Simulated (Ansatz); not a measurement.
**Cs (bcc type): how the settings move a single-point run**

Aim: see which settings change the result for Cs (bcc type), by how much, and at what cost.

Computed with Ansatz 0.2.0 (reference: DFT, PBE, all-electron PAW with datasets made for the crystal, scalar-relativistic, unless a step's input says otherwise).

### Step 1. Starting point

Symmetry: Im-3m, No. 229, cubic system. The conventional cell has a = 4.716 Å, b = 4.716 Å, c = 4.716 Å, α = 90.00°, β = 90.00°, γ = 90.00°. Around Cs (site symmetry m-3m) lie 8 Cs at 4.08 Å.

Coordinates:

```
CELL_PARAMETERS angstrom
-2.35805 2.35805 2.35805
2.35805 -2.35805 2.35805
2.35805 2.35805 -2.35805
ATOMIC_POSITIONS crystal
Cs 0.00000 0.00000 0.00000
```

### Step 2. The reference run

input.yaml reads:

```yaml
crystal:
  lattice:
    - [-2.3580537015, 2.3580537015, 2.3580537015]
    - [2.3580537015, -2.3580537015, 2.3580537015]
    - [2.3580537015, 2.3580537015, -2.3580537015]
  atoms:
    - { symbol: Cs, position: [0.0, 0.0, 0.0] }
kpoints:
  mp_grid: { grid: [9, 9, 9] }
scf:
  occupations: { method: fermi_dirac, width: 0.05 }
hamiltonian:
  xc: pbe
  pseudopotentials: { kind: all_electron, datasets: crystal }
output:
  forces: true
  stress: true
  eigenvalues: true
```

Run with:

```sh
ansatz run input.yaml --threads 1 --pin off --max-ram 2048MiB --backend cpu --events-out ev --progress --plain --runs-dir out
```

### Step 3. Changing settings: xc rpbe

Edit input.yaml of step 2 so:

```diff
@@ -12,3 +12,3 @@
 hamiltonian:
-  xc: pbe
+  xc: rpbe
   pseudopotentials: { kind: all_electron, datasets: crystal }
```

**Question.** What will these runs give? Wanted: for each run, ending; energy change; pressure; gap; force.

The runs gave:

```
       run     ending   energy change  pressure (GPa)  gap (eV)  force (eV/Å)  cycles   time
 reference  converged               -             4.5      0.00          0.00       6  1.2 s
1: xc rpbe  converged  not comparable             5.4      0.00          0.00       7  1.2 s
```

Residual by cycle in the longest SCF loop of each run; runs are numbered as in the table. The quantity is the density residual dr2, in eV.

```
cycle  reference    run 1
    1        0.1   0.0902
    2    0.00638  0.00631
    3     6.5e-4   6.1e-4
    4     4.5e-5   5.2e-5
    5     5.4e-7   3.0e-7
    6     1.0e-8   1.9e-8
    7          -  4.1e-10
```

**Reading.** After a change of functional the difference of the totals has no physical meaning; the pressure goes from 4.5 to 5.4 GPa. At this fixed cell a higher pressure means that this functional prefers a larger volume than the reference.
